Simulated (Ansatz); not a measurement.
Relaxation of a periodic cell of 63 atoms, C (host C, host structure diamond, one C atom removed), cell charge -1, to a largest force component of 0.03 eV/Å in at most 60 steps.

Level of theory: DFT PBE, scalar-relativistic, plane waves, PAW in Ansatz 0.2.0. Settings: PAW set soft_1, cutoff 420 eV, k mesh 2x2x2, fermi-dirac smearing 0.02 eV, spin collinear.

```xyz
63
Lattice="7.1400 0.0000 0.0000 0.0000 7.1400 0.0000 0.0000 0.0000 7.1400" Properties=species:S:1:pos:R:3:forces:R:3
C 3.565 0.018 0.035 -1.74 1.12 0.58
C 4.474 0.933 0.873 -0.48 -2.30 0.68
C 5.385 1.742 -0.004 -0.99 1.89 -0.42
C 6.283 2.689 0.862 -1.71 -2.06 1.45
C 5.333 0.007 1.797 0.91 -0.19 0.08
C 6.300 0.904 2.707 -2.16 -0.15 -1.88
C 0.000 0.031 -0.013 -0.19 -2.05 1.74
C 0.916 0.890 0.963 -0.70 -0.21 -3.39
C 1.758 1.800 -0.012 1.93 -1.95 1.53
C 2.656 2.660 0.874 0.81 0.99 0.16
C 3.583 3.572 0.002 -1.28 0.27 0.16
C 4.465 4.458 0.923 -0.21 0.19 -2.62
C 5.346 5.342 0.014 1.31 -1.10 0.78
C 6.228 6.243 0.860 -0.68 -0.19 0.92
C 1.779 0.020 1.840 -0.20 -1.68 -1.58
C 2.608 0.919 2.688 4.18 -1.37 0.05
C 3.581 1.788 1.761 -1.35 0.38 1.00
C 4.464 2.660 2.696 -0.29 0.23 -1.13
C 5.317 3.572 1.752 2.09 -1.19 1.84
C 6.234 4.468 2.655 -0.64 -1.63 1.35
C 3.544 0.030 3.624 0.20 -1.30 -2.05
C 4.456 0.888 4.454 -0.33 -0.25 2.14
C 5.328 1.755 3.577 1.86 1.18 -0.22
C 6.215 2.696 4.475 2.59 -1.79 -0.35
C 5.386 0.017 5.392 -0.72 0.45 -3.57
C 6.219 0.818 6.255 1.14 2.96 0.25
C -0.010 3.520 0.033 1.50 2.48 -1.69
C 0.898 4.477 0.931 -1.39 -1.02 -2.04
C 1.778 5.393 -0.047 -0.63 -0.67 2.65
C 2.679 6.232 0.907 0.81 1.07 -1.30
C 0.039 1.755 1.764 -1.24 1.91 2.19
C 0.934 2.678 2.687 -1.15 -0.75 -0.09
C 1.725 3.561 1.766 3.23 0.28 0.89
C 2.670 4.473 2.665 0.56 -1.48 -0.01
C 3.576 5.302 1.741 -1.30 2.30 2.47
C 4.422 6.258 2.715 0.30 -0.72 -1.46
C 0.012 0.017 3.542 -0.34 -0.52 1.31
C 0.864 0.895 4.483 2.13 0.10 -0.80
C 1.858 1.771 3.587 -4.05 1.42 -0.61
C 2.673 2.663 4.443 0.94 0.71 1.38
C 3.600 3.547 3.614 -1.44 0.21 -2.37
C 4.469 4.438 4.443 0.00 0.07 2.17
C 5.305 5.308 3.581 1.61 2.72 -0.95
C 6.188 6.341 4.421 1.03 -3.89 2.16
C 1.802 0.003 5.340 -2.25 -0.86 1.10
C 2.639 0.863 6.251 1.74 0.31 0.07
C 3.517 1.760 5.317 1.63 0.81 1.90
C 4.444 2.705 6.241 0.47 -2.35 -0.23
C 5.375 3.506 5.353 -1.35 3.04 0.44
C 6.212 4.470 6.251 0.46 -1.00 0.11
C -0.048 5.278 1.801 1.80 3.94 -1.25
C 0.889 6.238 2.668 -0.60 -0.13 0.54
C 0.058 3.553 3.576 -2.72 0.56 -0.55
C 0.900 4.490 4.423 0.06 -1.23 1.93
C 1.789 5.347 3.534 0.15 1.22 1.07
C 2.684 6.268 4.487 0.85 -1.29 -0.04
C 0.049 1.812 5.371 -2.00 -1.30 -0.38
C 0.938 2.642 6.282 -2.31 2.21 -1.67
C 1.803 3.579 5.345 -0.44 -0.25 0.34
C 2.661 4.489 6.261 2.05 -0.27 -1.22
C 3.621 5.316 5.347 -2.97 0.01 -0.86
C -0.002 5.314 5.384 -0.98 2.08 -1.74
C 0.825 6.248 6.261 2.49 0.03 -0.99
```

Where does it end, and by what steps?

The forces met the threshold. Limits of this set-up: coarse k mesh, charged cell in a uniform background, uncorrected. After 3 steps the energy has fallen by 4.198 eV; C61 moved furthest, 0.12 Å.

```
step  energy less start (eV)  largest force component (eV/Å)  accepted
   0                  0.0000                           4.179       yes
   1                 -3.3606                           1.989       yes
   2                 -4.1963                           0.078       yes
   3                 -4.1976                           0.006       yes
```

```xyz
63
Lattice="7.1400 0.0000 0.0000 0.0000 7.1400 0.0000 0.0000 0.0000 7.1400" Properties=species:S:1:pos:R:3
C 3.508 0.055 0.061
C 4.452 0.880 0.886
C 5.348 1.775 -0.001
C 6.242 2.671 0.892
C 5.348 -0.007 1.782
C 6.242 0.886 2.677
C -0.009 -0.008 -0.001
C 0.887 0.886 0.893
C 1.777 1.786 -0.001
C 2.677 2.676 0.893
C 3.570 3.572 -0.001
C 4.467 4.467 0.886
C 5.411 5.292 0.061
C 6.236 6.236 0.886
C 1.777 -0.007 1.792
C 2.677 0.886 2.682
C 3.570 1.786 1.792
C 4.459 2.674 2.680
C 5.349 3.561 1.792
C 6.242 4.461 2.682
C 3.570 -0.007 3.578
C 4.467 0.880 4.473
C 5.349 1.786 3.567
C 6.242 2.676 4.467
C 5.411 0.055 5.298
C 6.236 0.880 6.242
C 0.002 3.561 0.000
C 0.892 4.461 0.893
C 1.787 5.355 -0.001
C 2.683 6.251 0.886
C -0.005 1.779 1.786
C 0.889 2.674 2.680
C 1.784 3.568 1.786
C 2.677 4.461 2.677
C 3.570 5.355 1.782
C 4.459 6.244 2.680
C 0.002 -0.007 3.567
C 0.892 0.886 4.467
C 1.784 1.779 3.574
C 2.677 2.671 4.467
C 3.570 3.561 3.567
C 4.452 4.467 4.473
C 5.348 5.355 3.578
C 6.236 6.251 4.473
C 1.787 -0.007 5.361
C 2.683 0.880 6.258
C 3.570 1.776 5.361
C 4.459 2.674 6.250
C 5.348 3.572 5.361
C 6.236 4.467 6.258
C 0.002 5.354 1.792
C 0.889 6.244 2.680
C -0.005 3.568 3.574
C 0.887 4.461 4.467
C 1.777 5.354 3.567
C 2.683 6.236 4.473
C 0.002 1.786 5.360
C 0.889 2.674 6.250
C 1.777 3.561 5.360
C 2.683 4.467 6.242
C 3.508 5.292 5.298
C -0.009 5.355 5.361
C 0.889 6.244 6.250
```

Time of the run: 22 s on 4 threads of AMD EPYC 9R45 96-Core Processor (Zen 5), with other jobs on the host, peak memory 2.1 GiB.
